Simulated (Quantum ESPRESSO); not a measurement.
Crystal: Ta3AsAu2O13.

```
Ta As Au O
1.0
     5.72385   -0.00745   -0.00403
     1.30279    6.25499    0.00561
     0.27574    1.30074    8.36754
Ta As Au O
3 1 2 13
Direct
  0.21713 0.30521 0.58431
  0.03325 0.11123 0.99855
  0.58248 0.62145 0.50482
  0.58707 0.89691 0.83049
  0.58004 0.09228 0.18613
  0.04485 0.82077 0.44682
  0.66201 0.69726 0.71088
  0.51632 0.13418 0.69625
  0.85098 0.88773 0.91932
  0.34466 0.87003 0.94651
  0.73015 0.29240 0.03095
  0.24622 0.21809 0.11075
  0.12900 0.09398 0.49104
  0.48032 0.38887 0.43499
  0.05966 0.26685 0.78594
  0.93330 0.53240 0.45645
  0.49975 0.85161 0.34971
  0.25256 0.62988 0.62473
  0.91878 0.95175 0.22636
```

The cell was built by a generator and needn't be a form met in nature.

Base run:

- Program: Quantum ESPRESSO 7.5
- Functional: PBEsol
- Potentials or basis: SG15 PBE 1.2
- Cutoff: 1197 eV
- Density cutoff: 4789 eV
- k mesh: 4 × 4 × 3
- Occupations: fermi-dirac, width 0.05 eV
- Spin: no spin polarisation

Its results: band gap on the k mesh 1.24 eV, indirect (least direct gap 1.31 eV); pressure -4.5 GPa; largest force 0.506 eV/Å.

The run is repeated on the same cell with these changes: functional from PBEsol to r2SCAN. What comes out?

Band gap on the k mesh 1.50 eV, indirect (least direct gap 1.55 eV); pressure -6.5 GPa; largest force 0.747 eV/Å.

r2SCAN gives the wider gap, since meta-GGAs in the generalised Kohn-Sham scheme recover part of the derivative discontinuity.

Caveats: the potentials were made for another functional, which shifts forces and pressure; spin-orbit coupling is left out, which moves the levels of the heavy elements.

Not every run made on this cell is shown here.
